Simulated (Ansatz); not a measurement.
# BrGeH3O: the cost of one run

Computed with Ansatz 0.2.0, driven from Python. Level of theory: PBE0/def2-SVP.

## Step 1: The structure

Bond lengths: O1–Ge2 1.799 Å, Ge2–Br3 2.351 Å, O1–H4 0.994 Å, Ge2–H5 1.567 Å, Ge2–H6 1.553 Å. Angles: O1–Ge2–Br3 111.1°, O1–Ge2–H5 108.3°, O1–Ge2–H6 108.9°, Br3–Ge2–H5 109.5°, Br3–Ge2–H6 109.4°, H5–Ge2–H6 109.6°, Ge2–O1–H4 99.7°.

brgeh3o.xyz, read by the script:

```xyz
6

O    -0.55750   -1.39050    0.14130
Ge    0.31610    0.18190    0.16280
Br   -1.17600    1.98430   -0.06480
H    -0.95900   -1.34680   -0.76740
H     1.33680    0.19430   -1.02560
H     1.08170    0.31280    1.50740
```

## Step 2: The code

Contents of brgeh3o_pa.py:

```python
"""Proton affinity of BrGeH3O at one site."""

import logging
import sys
import warnings

import ansatz as az
import numpy as np

logging.basicConfig(stream=sys.stdout, format="[%(levelname)s] %(message)s")
log = logging.getLogger("ansatz_job")
log.setLevel(logging.INFO)

warnings.simplefilter("ignore", az.DeckWarning)

system = az.Crystal.molecule_from_extxyz("brgeh3o.xyz")

calculation = (
    system.calculation()
    .basis(gaussian="def2-SVP")
    .functional("pbe0")
)
symbols = [site.symbol for site in system.cartesian_sites]
start = np.array([site.position_ang for site in system.cartesian_sites], dtype=float)
summary = calculation.relax(force_tolerance=0.01).run(threads=1).report
end = np.array(summary["positions_ang"])

# put the proton on the side away from the neighbours, slightly off axis
away = sum((end[0] - end[j]) / np.linalg.norm(end[0] - end[j]) for j in [1, 3]) + np.array([0.15, 0.1, -0.2])
proton = end[0] + 1.0 * away / np.linalg.norm(away)
acid = az.Crystal.molecule()
for symbol, place in zip(symbols, end):
    acid = acid.atom(symbol, place.tolist())
acid = acid.atom("H", proton.tolist())
protonated = (
    acid.calculation()
    .basis(gaussian="def2-SVP")
    .functional("pbe0")
    .charge(1)
    .relax(force_tolerance=0.01, max_steps=80)
)
after = protonated.run(threads=1).report
xyz = np.array(after["positions_ang"])
reach = np.linalg.norm(xyz[:-1] - xyz[-1], axis=1)
log.info(f"base {summary['free_energy_ev']:.5f} eV, protonated {after['free_energy_ev']:.5f} eV")
log.info(f"the proton ends {reach.min():.3f} A from {symbols[reach.argmin()]}{reach.argmin()}")
log.info(f"electronic proton affinity {96.485332 * (summary['free_energy_ev'] - after['free_energy_ev']):.1f} kJ/mol")
```

## Step 3: What the engine is handed

The package turns the script's settings into the engine's input (first run):

```yaml
crystal:
  periodic: [false, false, false]
  atoms:
    - { symbol: O, position_ang: [-0.5575, -1.3905, 0.1413] }
    - { symbol: Ge, position_ang: [0.3161, 0.1819, 0.1628] }
    - { symbol: Br, position_ang: [-1.176, 1.9843, -0.0648] }
    - { symbol: H, position_ang: [-0.959, -1.3468, -0.7674] }
    - { symbol: H, position_ang: [1.3368, 0.1943, -1.0256] }
    - { symbol: H, position_ang: [1.0817, 0.3128, 1.5074] }
basis:
  gaussian:
    orbitals: def2-SVP
hamiltonian:
  xc: pbe0
relax:
  f_tol: 0.01
```

## Step 4: Running it

Command:

```sh
$ python brgeh3o_pa.py
```

**Question.** How long does this script take on 1 thread of Arm Neoverse V2, shared host, and how much memory does it need?

About 96 s, with a peak of 0.3 GiB.
